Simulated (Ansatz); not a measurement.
# AlRu (CsCl type): the cost of one run

Method: DFT PBE, with the methods named in each step, in Ansatz 0.2.0.

### Step 1. The structure to begin with

The structure is cubic, space group Pm-3m (No. 221). The conventional cell has a = 3.004 Å, b = 3.004 Å, c = 3.004 Å, α = 90.00°, β = 90.00°, γ = 90.00°. Ru (site symmetry m-3m) has 8 Al at 2.60 Å as nearest neighbours. Al (site symmetry m-3m) is surrounded by 8 Ru at 2.60 Å.

Coordinates:

```cif
data_structure
_symmetry_space_group_name_H-M 'P 1'
_symmetry_Int_Tables_number 1
_cell_length_a 3.0044
_cell_length_b 4.2488
_cell_length_c 4.2488
_cell_angle_alpha 90.000
_cell_angle_beta 90.000
_cell_angle_gamma 90.000
_cell_volume 54.24
loop_
_atom_site_label
_atom_site_type_symbol
_atom_site_fract_x
_atom_site_fract_y
_atom_site_fract_z
_atom_site_occupancy
Ru1 Ru 0.00000 0.00000 0.00000 1
Ru2 Ru 0.00000 0.50000 0.50000 1
Al1 Al 0.50000 0.50000 0.00000 1
Al2 Al 0.50000 0.00000 0.50000 1
```

Atoms are numbered in the order of the input: Ru1, Ru2, Al3, Al4.

### Step 2. Bulk in the slab's orientation, LAPW

Input file input.yaml:

```yaml
crystal:
  lattice:
    - [0.0, 0.0, 3.004356964]
    - [3.004356964, -3.004356964, 0.0]
    - [3.004356964, 3.004356964, 0.0]
  atoms:
    - { symbol: Ru, position: [0.0, 0.0, 0.0] }
    - { symbol: Ru, position: [0.0, 0.5, 0.5] }
    - { symbol: Al, position: [0.5, 0.5, 0.0] }
    - { symbol: Al, position: [0.5, 0.0, 0.5] }
kpoints:
  mp_grid: { grid: [12, 9, 9] }
scf:
  occupations: { method: fermi_dirac, width: 0.1 }
hamiltonian:
  xc: pbe
  pseudopotentials: { kind: all_electron, lapw: { basis_error: 0.001 } }
output:
  forces: true
  stress: true
  eigenvalues: true
```

Started as:

```bash
> ansatz run input.yaml --threads 3 --pin off --max-ram 8192MiB --backend cpu --events-out ev --progress --plain --runs-dir out
```

What time and memory should one allow on 3 threads of Arm Neoverse V1, shared host?

About 28 s, with a peak of 0.77 GiB.
